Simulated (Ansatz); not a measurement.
# MgCdF4: the cost of one run

Method: DFT PBE, scalar-relativistic, plane waves, PAW, in Ansatz 0.2.0.

## 1. The system as given

Symmetry: P-6m2, No. 187, hexagonal system. The conventional cell has a = 4.967 Å, b = 4.967 Å, c = 4.071 Å, α = 90.00°, β = 90.00°, γ = 120.00°. Mg (site symmetry -6m2) is surrounded by 3 Cd at 2.87 Å and 15 F at 2.87 to 3.21 Å. Around Cd (site symmetry -6m2) lie 6 F at 2.49 Å. F (site symmetry -6m2) has 6 F at 2.49 Å and 3 Cd at 2.87 Å and 3 Mg at 2.87 Å as nearest neighbours. Around F (site symmetry mm2) lie 6 F at 2.48 to 2.49 Å and 2 Cd at 2.49 Å and 4 Mg at 3.21 Å.

As a file:

```cif
data_structure
_symmetry_space_group_name_H-M 'P 1'
_symmetry_Int_Tables_number 1
_cell_length_a 4.9670
_cell_length_b 4.9670
_cell_length_c 4.0712
_cell_angle_alpha 90.000
_cell_angle_beta 90.000
_cell_angle_gamma 120.000
_cell_volume 86.99
loop_
_atom_site_label
_atom_site_type_symbol
_atom_site_fract_x
_atom_site_fract_y
_atom_site_fract_z
_atom_site_occupancy
Mg1 Mg 0.00000 0.00000 0.00000 1
Cd1 Cd 0.33333 0.66667 0.00000 1
F1 F 0.66667 0.33333 0.00000 1
F2 F 0.99951 0.49975 0.50000 1
F3 F 0.50025 0.49975 0.50000 1
F4 F 0.50025 0.00049 0.50000 1
```

A structure generator made this guess: species swapped into a database cell of CeCo4Cu (P-6m2, No. 187), with Mg on the Ce sites, F on the Co sites and Cd on the Cu sites. Its size is a rough estimate.

## 2. The guess as it stands, on a coarse mesh

input.yaml reads:

```yaml
crystal:
  lattice:
    - [4.96704694, 0.0, 0.0]
    - [-2.48352347, 4.30158883, 0.0]
    - [0.0, 0.0, 4.07124813]
  atoms:
    - { symbol: Mg, position: [0.0, 0.0, 0.0] }
    - { symbol: Cd, position: [0.33333333, 0.66666667, 0.0] }
    - { symbol: F, position: [0.66666667, 0.33333333, 0.0] }
    - { symbol: F, position: [0.99950701, 0.4997535, 0.5] }
    - { symbol: F, position: [0.5002465, 0.4997535, 0.5] }
    - { symbol: F, position: [0.5002465, 0.00049299, 0.5] }
basis:
  ecutwfc: 420
kpoints:
  mp_grid: { grid: [6, 6, 4] }
hamiltonian:
  xc: pbe
scf:
  occupations: { method: gaussian, width: 0.1 }
  lower_state_search: "off"
output:
  forces: true
  stress: true
  eigenvalues: true
```

On the command line:

```
ansatz run input.yaml --threads 1 --pin off --max-ram 2560MiB --backend cpu --events-out ev --progress --plain --runs-dir out
```

**Question.** How long does this run take on 1 thread of Arm Neoverse V1, shared host, and how much memory does it need?

About 5.4 s, with a peak of 0.32 GiB.
